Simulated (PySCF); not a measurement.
# C₆H₅OP: electronic excitations at several levels of theory

How much do the electronic excitations of C₆H₅OP (`O=Pc1ccccc1`) depend on the level of theory, and what does each level cost?

Programs: PySCF 2.14.0, with density-fitted response routines of our own. Each step states its level of theory. These are calculated values for one molecule in the gas phase, unless marked as measured. Atoms count from 0, in the outputs and in this text.

## 1. Starting geometry

13 atoms, charge 0, multiplicity 1; geometry from: GFN2-xTB.

Bonds of the start (Å): O0–P1 1.46, P1–C2 1.85, C2–C3 1.39, C3–C4 1.38, C4–C5 1.39, C5–C6 1.39, C6–C7 1.38, C7–C2 1.39, C3–H8 1.08, C4–H9 1.08, C5–H10 1.08, C6–H11 1.08, C7–H12 1.08.

## 2. Geometry optimisation at PBE0-D3(BJ)/def2-SVP

The job: settings as JSON, then the geometry in Å.

```
{"job": {"xc": "PBE0", "basis": "def2-SVP", "d3": "d3bj", "grid": 2, "kind": "geom"}, "charge": 0, "multiplicity": 1}
O      2.585000     0.740260    -0.169290
P      1.906860    -0.547110    -0.054830
C      0.094790    -0.185640     0.007640
C     -0.383010     1.121870    -0.046500
C     -1.741240     1.366230     0.000920
C     -2.629730     0.305560     0.103690
C     -2.162470    -0.998580     0.159230
C     -0.803640    -1.246040     0.111040
H      0.327610     1.932380    -0.125430
H     -2.114220     2.379100    -0.041320
H     -3.691980     0.496770     0.141110
H     -2.860860    -1.818610     0.240650
H     -0.427050    -2.257690     0.152940
```

Standard output:

```text
step   0  E = -647.40856354  max force = 0.044946
step   1  E = -647.41149148  max force = 0.013416
step   2  E = -647.41123332  max force = 0.006781
step   3  E = -647.41175022  max force = 0.002459
step   4  E = -647.41178525  max force = 0.001405
step   5  E = -647.41179536  max force = 0.000849
step   6  E = -647.41179899  max force = 0.000112
optimisation converged
```

It took 50 s on 8 threads of Intel Xeon Platinum 8488C (Sapphire Rapids), shared host.

The steps of the relaxation: (the energy doesn't fall at every step)

```
step  energy from step 0 (eV)  largest force component (eV/Å)
   0                   0.0000                          2.3112
   1                  -0.0797                          0.6899
   2                  -0.0726                          0.3487
   3                  -0.0867                          0.1264
   4                  -0.0877                          0.0722
   5                  -0.0879                          0.0437
   6                  -0.0880                          0.0058
```

Close pairs (by a distance rule), those that changed most:

```
  bond  before (Å)  after (Å)  change (Å)
 O0–P1       1.460      1.501      +0.041
 P1–C2       1.849      1.824      -0.025
C7–H12       1.080      1.096      +0.015
 C3–H8       1.081      1.094      +0.013
C5–H10       1.080      1.093      +0.013
 C4–H9       1.080      1.093      +0.013
C6–H11       1.080      1.093      +0.012
 C4–C5       1.387      1.399      +0.011
```

The end geometry stands in the next job.

```
                         at the end point                value
  point group (found at 0.08 Å tolerance)                   Cs
rotational constants (GHz, main isotopes)  4.661, 1.171, 0.936
                        dipole moment (D)                 3.71
```

## 3. Ultraviolet spectrum: CAM-B3LYP/def2-SVPD

The job: settings as JSON, then the geometry in Å.

```
{"job": {"kind": "uv", "xc": "CAM-B3LYP", "basis": "def2-SVPD", "nstates": 12, "ntriplets": 4}, "charge": 0, "multiplicity": 1}
O      2.589619     0.776337    -0.188691
P      1.891070    -0.546127    -0.065941
C      0.103715    -0.188619     0.005296
C     -0.373745     1.129433    -0.049253
C     -1.740588     1.373049     0.003715
C     -2.634342     0.302554     0.110588
C     -2.167668    -1.011338     0.165793
C     -0.797687    -1.257244     0.113592
H      0.353798     1.942075    -0.133629
H     -2.119328     2.397193    -0.038233
H     -3.709165     0.496862     0.151160
H     -2.874210    -1.840442     0.249179
H     -0.421411    -2.285233     0.156276
```

With the program's defaults for keys left out, this is: TDDFT CAM-B3LYP/def2-SVPD, vertical, gas phase, core orbitals frozen in the response.

Standard output:

```text
coarse grid: 12328 points
cycle   1  E = -647.4769460411  dE =  1.495e+00  |g| = 8.583e-01  |ddm| = 1.638e+01
cycle   2  E = -646.8796912566  dE =  5.973e-01  |g| = 1.877e+00  |ddm| = 5.500e+00
cycle   3  E = -647.6427073434  dE = -7.630e-01  |g| = 9.981e-02  |ddm| = 4.081e+00
cycle   4  E = -647.6444190085  dE = -1.712e-03  |g| = 7.428e-02  |ddm| = 7.058e-01
cycle   5  E = -647.6458550990  dE = -1.436e-03  |g| = 1.335e-02  |ddm| = 2.874e-01
cycle   6  E = -647.6458990223  dE = -4.392e-05  |g| = 6.619e-03  |ddm| = 6.065e-02
cycle   7  E = -647.6459137411  dE = -1.472e-05  |g| = 1.685e-03  |ddm| = 2.318e-02
cycle   8  E = -647.6459151923  dE = -1.451e-06  |g| = 4.783e-04  |ddm| = 1.576e-02
final grid: 117248 points
cycle   9  E = -647.7507709874  dE = -2.590e-05  |g| = 3.232e-03  |ddm| = 1.732e-01
cycle  10  E = -647.7507692738  dE =  1.714e-06  |g| = 4.569e-03  |ddm| = 3.623e-02
cycle  11  E = -647.7507736967  dE = -4.423e-06  |g| = 9.177e-04  |ddm| = 1.270e-02
cycle  12  E = -647.7507738725  dE = -1.757e-07  |g| = 1.914e-04  |ddm| = 2.591e-03
cycle  13  E = -647.7507738839  dE = -1.139e-08  |g| = 5.484e-05  |ddm| = 1.059e-03
cycle  14  E = -647.7507738849  dE = -1.061e-09  |g| = 2.520e-05  |ddm| = 3.356e-04
cycle  15  E = -647.7507738852  dE = -2.735e-10  |g| = 1.014e-05  |ddm| = 1.436e-04
converged SCF energy = -647.7507738852

Static polarisability (au): isotropic 95.964, principal 56.713 97.892 133.287

Singlet excitations
state   eV       nm        f      main configurations
  1   2.6763    463.3   0.00452   H->L 0.96
  2   4.4774    276.9   0.02075   H-1->L 0.82, H-2->L 0.10
  3   4.6910    264.3   0.23582   H-2->L 0.81, H-1->L 0.12
  4   5.4644    226.9   0.00265   H-3->L 0.70, H-5->L 0.17
  5   5.8916    210.4   0.00228   H->L+1 0.94
  6   6.0916    203.5   0.00559   H->L+2 0.42, H-5->L 0.20, H-6->L 0.16
  7   6.1229    202.5   0.06398   H-1->L+1 0.36, H-2->L+1 0.25, H-2->L+2 0.15
  8   6.3610    194.9   0.00537   H->L+2 0.44, H-5->L 0.43
  9   6.4681    191.7   0.03237   H-2->L+1 0.29, H-1->L+1 0.21, H-4->L 0.15
 10   6.6333    186.9   0.12130   H->L+4 0.43, H-4->L 0.12, H-2->L+1 0.11
 11   6.6746    185.8   0.00012   H-6->L 0.67, H-5->L 0.10, H-3->L 0.10
 12   7.0682    175.4   0.02405   H-4->L 0.57, H->L+4 0.19

Triplet excitations (Tamm-Dancoff, eV): 1.8817 3.3294 3.8460 4.4014
```

Wall time 38 s (8 threads of Intel Xeon Platinum 8488C (Sapphire Rapids), shared host).

The orbitals next to the gap, with their largest atomic shares:

```
orbital      eV                      atoms
 HOMO−3  -11.47   O0 46 %, P1 20 %, C2 8 %
 HOMO−2   -9.21  C4 20 %, C2 19 %, C7 19 %
 HOMO−1   -9.12  C6 24 %, C3 23 %, C2 11 %
   HOMO   -8.58  P1 39 %, O0 36 %, C2 16 %
   LUMO   -1.87  P1 42 %, O0 22 %, C2 11 %
 LUMO+1    0.25  C7 21 %, C4 21 %, C6 15 %
 LUMO+2    0.78  P1 18 %, C2 17 %, C5 16 %
```

With each of the 12 states as a Gaussian band of 0.4 eV half-width at 1/e, the curve within the window shown has maxima at 463 nm (ε 180), 265 nm (ε 10,000), 189 nm (ε 7,200) L/(mol cm). Beyond the last state computed it falls off for lack of states. The curve at chosen wavelengths:

```json
{"nm": "168", "ε (L/mol/cm)": "732"}
{"nm": "185", "ε (L/mol/cm)": "6648"}
{"nm": "202", "ε (L/mol/cm)": "4693"}
{"nm": "219", "ε (L/mol/cm)": "948"}
{"nm": "236", "ε (L/mol/cm)": "1509"}
{"nm": "254", "ε (L/mol/cm)": "8032"}
{"nm": "271", "ε (L/mol/cm)": "9517"}
{"nm": "288", "ε (L/mol/cm)": "4382"}
{"nm": "305", "ε (L/mol/cm)": "1087"}
{"nm": "322", "ε (L/mol/cm)": "182"}
{"nm": "339", "ε (L/mol/cm)": "24"}
{"nm": "356", "ε (L/mol/cm)": "6"}
{"nm": "373", "ε (L/mol/cm)": "14"}
{"nm": "391", "ε (L/mol/cm)": "40"}
{"nm": "408", "ε (L/mol/cm)": "81"}
{"nm": "425", "ε (L/mol/cm)": "128"}
{"nm": "442", "ε (L/mol/cm)": "165"}
{"nm": "459", "ε (L/mol/cm)": "182"}
{"nm": "476", "ε (L/mol/cm)": "177"}
{"nm": "493", "ε (L/mol/cm)": "155"}
{"nm": "510", "ε (L/mol/cm)": "125"}
{"nm": "528", "ε (L/mol/cm)": "93"}
{"nm": "545", "ε (L/mol/cm)": "66"}
{"nm": "562", "ε (L/mol/cm)": "46"}
{"nm": "579", "ε (L/mol/cm)": "30"}
{"nm": "596", "ε (L/mol/cm)": "20"}
```

Further results of this job:

```
           property  computed
  dipole moment (D)      4.09
polarisability (Å³)     14.22
 HOMO–LUMO gap (eV)      6.71
      −ε(HOMO) (eV)      8.58
```

## 4. TDDFT and polarisability: PBE0/def2-SVPD

Settings changed since step 3:

```diff
@@ -1,2 +1,2 @@
-{"job": {"kind": "uv", "xc": "CAM-B3LYP", "basis": "def2-SVPD", "nstates": 12, "ntriplets": 4}, "charge": 0, "multiplicity": 1}
+{"job": {"kind": "uv", "xc": "PBE0", "basis": "def2-SVPD", "nstates": 12, "ntriplets": 4}, "charge": 0, "multiplicity": 1}
 O      2.589619     0.776337    -0.188691
```

Method: TDDFT PBE0/def2-SVPD, vertical, gas phase, core orbitals frozen in the response.

Standard output:

```text
coarse grid: 12328 points
cycle   1  E = -647.1657080416  dE =  1.311e+00  |g| = 8.480e-01  |ddm| = 1.980e+01
cycle   2  E = -646.0192419582  dE =  1.146e+00  |g| = 2.319e+00  |ddm| = 6.983e+00
cycle   3  E = -647.3171171168  dE = -1.298e+00  |g| = 2.088e-01  |ddm| = 5.556e+00
cycle   4  E = -647.3247022406  dE = -7.585e-03  |g| = 1.412e-01  |ddm| = 1.391e+00
cycle   5  E = -647.3299344078  dE = -5.232e-03  |g| = 2.837e-02  |ddm| = 6.541e-01
cycle   6  E = -647.3301041293  dE = -1.697e-04  |g| = 1.347e-02  |ddm| = 9.858e-02
cycle   7  E = -647.3301549420  dE = -5.081e-05  |g| = 3.297e-03  |ddm| = 6.611e-02
cycle   8  E = -647.3301573840  dE = -2.442e-06  |g| = 1.053e-03  |ddm| = 1.703e-02
final grid: 117248 points
cycle   9  E = -647.4179987328  dE = -9.750e-06  |g| = 1.107e-02  |ddm| = 2.556e-01
cycle  10  E = -647.4178978187  dE =  1.009e-04  |g| = 2.412e-02  |ddm| = 1.061e-01
cycle  11  E = -647.4180257318  dE = -1.279e-04  |g| = 3.353e-03  |ddm| = 5.729e-02
cycle  12  E = -647.4180284913  dE = -2.759e-06  |g| = 2.530e-04  |ddm| = 1.352e-02
cycle  13  E = -647.4180285026  dE = -1.132e-08  |g| = 1.574e-04  |ddm| = 1.494e-03
cycle  14  E = -647.4180285096  dE = -7.006e-09  |g| = 3.417e-05  |ddm| = 7.217e-04
cycle  15  E = -647.4180285099  dE = -3.265e-10  |g| = 9.182e-06  |ddm| = 2.114e-04
converged SCF energy = -647.4180285099

Static polarisability (au): isotropic 96.909, principal 56.727 98.086 135.913

Singlet excitations
state   eV       nm        f      main configurations
  1   2.5764    481.2   0.00394   H->L 0.98
  2   4.0536    305.9   0.01211   H-1->L 0.90
  3   4.4495    278.6   0.22588   H-2->L 0.88
  4   5.1546    240.5   0.00030   H->L+1 0.94
  5   5.2424    236.5   0.00084   H-3->L 0.66, H->L+2 0.18
  6   5.6265    220.4   0.01188   H->L+2 0.76, H-3->L 0.21
  7   5.8851    210.7   0.00012   H-5->L 0.82
  8   5.9208    209.4   0.02947   H-2->L+1 0.34, H-1->L+1 0.25, H-1->L+2 0.24
  9   6.1665    201.1   0.00025   H-6->L 0.87
 10   6.3661    194.8   0.00571   H-4->L 0.45, H->L+4 0.24, H-1->L+1 0.12
 11   6.4810    191.3   0.07016   H-1->L+1 0.27, H-2->L+1 0.18, H-2->L+2 0.18
 12   6.7577    183.5   0.08370   H->L+4 0.50, H-4->L 0.27, H-2->L+2 0.09

Triplet excitations (Tamm-Dancoff, eV): 1.7735 3.1763 3.5249 4.3379
```

It took 30 s on 8 threads of Intel Xeon Platinum 8488C (Sapphire Rapids), shared host.

Key values: HOMO -7.19 eV, LUMO -2.97 eV; lowest singlet 2.58 eV.

## 5. Excited states and response: PBE/def2-SVPD

Settings changed since step 4:

```diff
@@ -1,2 +1,2 @@
-{"job": {"kind": "uv", "xc": "PBE0", "basis": "def2-SVPD", "nstates": 12, "ntriplets": 4}, "charge": 0, "multiplicity": 1}
+{"job": {"kind": "uv", "xc": "PBE", "basis": "def2-SVPD", "nstates": 12, "ntriplets": 4}, "charge": 0, "multiplicity": 1}
 O      2.589619     0.776337    -0.188691
```

Level: TDDFT PBE/def2-SVPD, vertical, gas phase, core orbitals frozen in the response.

Standard output:

```text
coarse grid: 12328 points
cycle   1  E = -647.0292365951  dE =  1.126e+00  |g| = 9.954e-01  |ddm| = 2.073e+01
cycle   2  E = -644.1302274837  dE =  2.899e+00  |g| = 3.262e+00  |ddm| = 1.865e+01
cycle   3  E = -647.1697073400  dE = -3.039e+00  |g| = 5.392e-01  |ddm| = 2.007e+01
cycle   4  E = -647.2228940265  dE = -5.319e-02  |g| = 3.674e-01  |ddm| = 3.618e+00
cycle   5  E = -647.2581523943  dE = -3.526e-02  |g| = 8.200e-02  |ddm| = 1.986e+00
cycle   6  E = -647.2593427222  dE = -1.190e-03  |g| = 4.883e-02  |ddm| = 3.467e-01
cycle   7  E = -647.2599907594  dE = -6.480e-04  |g| = 1.624e-02  |ddm| = 2.145e-01
cycle   8  E = -647.2600508677  dE = -6.011e-05  |g| = 6.691e-03  |ddm| = 9.867e-02
cycle   9  E = -647.2600617753  dE = -1.091e-05  |g| = 1.797e-03  |ddm| = 2.402e-02
cycle  10  E = -647.2600622989  dE = -5.236e-07  |g| = 1.020e-03  |ddm| = 9.671e-03
final grid: 117248 points
cycle  11  E = -647.3781064034  dE =  8.142e-06  |g| = 1.730e-02  |ddm| = 3.837e-01
cycle  12  E = -647.3774711437  dE =  6.353e-04  |g| = 5.452e-02  |ddm| = 2.083e-01
cycle  13  E = -647.3781546414  dE = -6.835e-04  |g| = 1.071e-02  |ddm| = 1.330e-01
cycle  14  E = -647.3781820455  dE = -2.740e-05  |g| = 1.168e-03  |ddm| = 3.438e-02
cycle  15  E = -647.3781823668  dE = -3.213e-07  |g| = 6.285e-04  |ddm| = 5.590e-03
cycle  16  E = -647.3781824849  dE = -1.180e-07  |g| = 9.903e-05  |ddm| = 2.476e-03
cycle  17  E = -647.3781824875  dE = -2.607e-09  |g| = 3.900e-05  |ddm| = 5.571e-04
cycle  18  E = -647.3781824878  dE = -3.661e-10  |g| = 1.410e-05  |ddm| = 1.179e-04
converged SCF energy = -647.3781824878

Static polarisability (au): isotropic 100.105, principal 57.333 100.857 142.124

Singlet excitations
state   eV       nm        f      main configurations
  1   2.3395    530.0   0.00257   H->L 0.99
  2   3.4490    359.5   0.00616   H-1->L 0.89, H-2->L 0.09
  3   4.0114    309.1   0.00024   H->L+1 1.00
  4   4.0458    306.5   0.18859   H-2->L 0.85, H-1->L 0.08
  5   4.5440    272.9   0.00279   H->L+2 0.89, H-3->L 0.10
  6   4.8453    255.9   0.00412   H-3->L 0.82, H-6->L 0.10
  7   5.0286    246.6   0.00000   H-4->L 0.97
  8   5.3373    232.3   0.00246   H-6->L 0.87
  9   5.5241    224.4   0.01338   H-2->L+1 0.38, H-1->L+2 0.27, H-1->L+1 0.21
 10   5.7670    215.0   0.01015   H-5->L 0.51, H->L+3 0.26, H-7->L 0.11
 11   5.9794    207.4   0.03581   H->L+4 0.60, H->L+3 0.25
 12   6.1363    202.1   0.10378   H->L+3 0.37, H->L+4 0.24, H-7->L 0.18

Triplet excitations (Tamm-Dancoff, eV): 1.6745 2.9921 3.1104 3.9636
```

It took 22 s on 8 threads of Intel Xeon Platinum 8488C (Sapphire Rapids), shared host.

In short: HOMO -5.82 eV, LUMO -3.76 eV; lowest singlet 2.34 eV.

## 6. Excited states and response: B3LYP/def2-SVPD

Settings changed since step 5:

```diff
@@ -1,2 +1,2 @@
-{"job": {"kind": "uv", "xc": "PBE", "basis": "def2-SVPD", "nstates": 12, "ntriplets": 4}, "charge": 0, "multiplicity": 1}
+{"job": {"kind": "uv", "xc": "B3LYP", "basis": "def2-SVPD", "nstates": 12, "ntriplets": 4}, "charge": 0, "multiplicity": 1}
 O      2.589619     0.776337    -0.188691
```

Method: TDDFT B3LYP/def2-SVPD, vertical, gas phase, core orbitals frozen in the response.

Standard output:

```text
coarse grid: 12328 points
cycle   1  E = -647.6281852393  dE =  1.278e+00  |g| = 9.245e-01  |ddm| = 1.796e+01
cycle   2  E = -646.0510425067  dE =  1.577e+00  |g| = 2.642e+00  |ddm| = 8.533e+00
cycle   3  E = -647.7990309212  dE = -1.748e+00  |g| = 2.751e-01  |ddm| = 8.414e+00
cycle   4  E = -647.8120275938  dE = -1.300e-02  |g| = 1.910e-01  |ddm| = 1.787e+00
cycle   5  E = -647.8216138562  dE = -9.586e-03  |g| = 3.844e-02  |ddm| = 8.541e-01
cycle   6  E = -647.8219135257  dE = -2.997e-04  |g| = 1.968e-02  |ddm| = 1.278e-01
cycle   7  E = -647.8220206932  dE = -1.072e-04  |g| = 5.179e-03  |ddm| = 8.247e-02
cycle   8  E = -647.8220266179  dE = -5.925e-06  |g| = 1.641e-03  |ddm| = 2.051e-02
final grid: 117248 points
cycle   9  E = -647.9242627719  dE = -2.464e-05  |g| = 7.668e-03  |ddm| = 2.887e-01
cycle  10  E = -647.9242023201  dE =  6.045e-05  |g| = 1.828e-02  |ddm| = 8.068e-02
cycle  11  E = -647.9242754041  dE = -7.308e-05  |g| = 2.558e-03  |ddm| = 4.195e-02
cycle  12  E = -647.9242769368  dE = -1.533e-06  |g| = 2.906e-04  |ddm| = 9.866e-03
cycle  13  E = -647.9242769563  dE = -1.952e-08  |g| = 1.484e-04  |ddm| = 1.440e-03
cycle  14  E = -647.9242769620  dE = -5.638e-09  |g| = 5.362e-05  |ddm| = 6.674e-04
cycle  15  E = -647.9242769628  dE = -8.829e-10  |g| = 9.550e-06  |ddm| = 2.836e-04
converged SCF energy = -647.9242769628

Static polarisability (au): isotropic 97.993, principal 56.971 99.156 137.853

Singlet excitations
state   eV       nm        f      main configurations
  1   2.5700    482.4   0.00370   H->L 0.99
  2   3.8964    318.2   0.01057   H-1->L 0.89, H-2->L 0.09
  3   4.3267    286.6   0.21772   H-2->L 0.87, H-1->L 0.09
  4   4.9844    248.7   0.00035   H->L+1 0.98
  5   5.1470    240.9   0.00031   H-3->L 0.68, H->L+2 0.26
  6   5.4858    226.0   0.01140   H->L+2 0.72, H-3->L 0.26
  7   5.7690    214.9   0.00000   H-5->L 0.90
  8   5.7918    214.1   0.02574   H-2->L+1 0.33, H-1->L+1 0.26, H-1->L+2 0.24
  9   6.0533    204.8   0.00031   H-6->L 0.92
 10   6.2429    198.6   0.00792   H-4->L 0.52, H->L+4 0.22, H-1->L+1 0.10
 11   6.3475    195.3   0.04769   H-1->L+1 0.27, H-2->L+2 0.22, H-2->L+1 0.20
 12   6.6018    187.8   0.07904   H->L+4 0.60, H-4->L 0.17

Triplet excitations (Tamm-Dancoff, eV): 1.8429 3.1451 3.4363 4.3865
```

Run time: 31 s. Hardware: 8 threads of Intel Xeon Platinum 8488C (Sapphire Rapids), shared host.

Key values: HOMO -6.96 eV, LUMO -3.12 eV; lowest singlet 2.57 eV.

## 7. Side by side: electronic excitations

Excitations and ground-state properties, with basis size and wall time:

```
                run  lowest singlet (eV)  brightest (eV)      f  gap (eV)  α (Å³)  μ (D)  functions  time
CAM-B3LYP/def2-SVPD                 2.68            4.69  0.236      6.71   14.22   4.09        207  38 s
     PBE0/def2-SVPD                 2.58            4.45  0.226      4.22   14.36   4.12        207  30 s
      PBE/def2-SVPD                 2.34            4.05  0.189      2.05   14.83   4.04        207  22 s
    B3LYP/def2-SVPD                 2.57            4.33  0.218      3.84   14.52   4.12        207  31 s
```

## 8. What came out

| quantity | value |
| --- | --- |
| point group | Cs |
| rotational constants (main isotopes) | 4.66, 1.17, 0.94 GHz |
| lowest singlet (CAM-B3LYP/def2-SVPD) | 2.68 eV (463 nm), f = 0.005 |
| brightest single state of those computed | state 3, 4.69 eV, f = 0.236 |
| lowest triplet | 1.88 eV |
| range of the lowest singlet | 2.34 to 2.68 eV |

What this shows: Single values in the summary come from the first run of each kind that ended normally (CAM-B3LYP/def2-SVPD), which need not be the best level. The optimisation took 6 steps and gained 0.088 eV; among the close pairs (by a distance rule), O0–P1 changed most, from 1.460 to 1.501 Å. No frequency check was run at this level, so the end point may be a saddle. The first singlet state (HOMO→LUMO 0.96) lies at 2.68 eV and is weak; of the 12 states computed, the strongest absorption comes from state 3 at 4.69 eV. The lowest triplet lies 0.79 eV below the lowest singlet (triplets in Tamm-Dancoff, singlets in full TDDFT). The lowest singlet runs from 2.34 eV (PBE/def2-SVPD) to 2.68 eV (CAM-B3LYP/def2-SVPD), while the orbital gap spans 2.05 to 6.71 eV: the excitation energy moves far less from run to run than the orbital gap does. The lowest state need not be the same one in every run.
